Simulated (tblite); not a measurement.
# C2H12GeO2Si2: the cost of one run

Computed with tblite 0.8.0 and PySCF 2.14.0; each step states its level. No surroundings beyond the atoms listed, unless a continuum is named. Atoms count from 0, parts from 1.

## 1. The system as given

19 atoms, charge 0, multiplicity 1; geometry: distance geometry start.

## 2. Geometry optimisation with GFN2-xTB

What the job is given:

```
{"job": {"kind": "relax", "xc": "GFN2-xTB", "basis": "xTB"}, "charge": 0, "multiplicity": 1}
Ge    -0.183859    -0.556332    -0.129001
C      0.128348     1.284114    -0.660346
O      1.336859    -1.418538     0.320434
Si     2.691063    -0.401468     0.356530
O     -1.307802    -0.782238     1.221825
Si    -1.974835     0.659329     1.829299
C     -0.940861    -1.457464    -1.681864
H      0.781460     1.842167     0.007909
H      0.629152     1.260574    -1.655718
H     -0.841761     1.799543    -0.861306
H      3.811448    -1.256959     0.930168
H      2.531668     0.795317     1.159829
H      3.074472    -0.124492    -0.994692
H     -3.088262     0.283605     2.738981
H     -2.518893     1.453274     0.737617
H     -0.895839     1.353372     2.588500
H     -1.073172    -0.702543    -2.513513
H     -1.940292    -1.814927    -1.440055
H     -0.252099    -2.236169    -1.972543
```

Method: GFN2-xTB geometry optimisation, gas phase.

Run with:

```
$ OMP_NUM_THREADS=1 python cluster_run.py task.json out
```

One launch serves the whole session: the jobs run in the order shown.

Q: Estimate the wall time of this first job on 1 thread of AMD EPYC 9R45, shared host.

About 7.6 s.
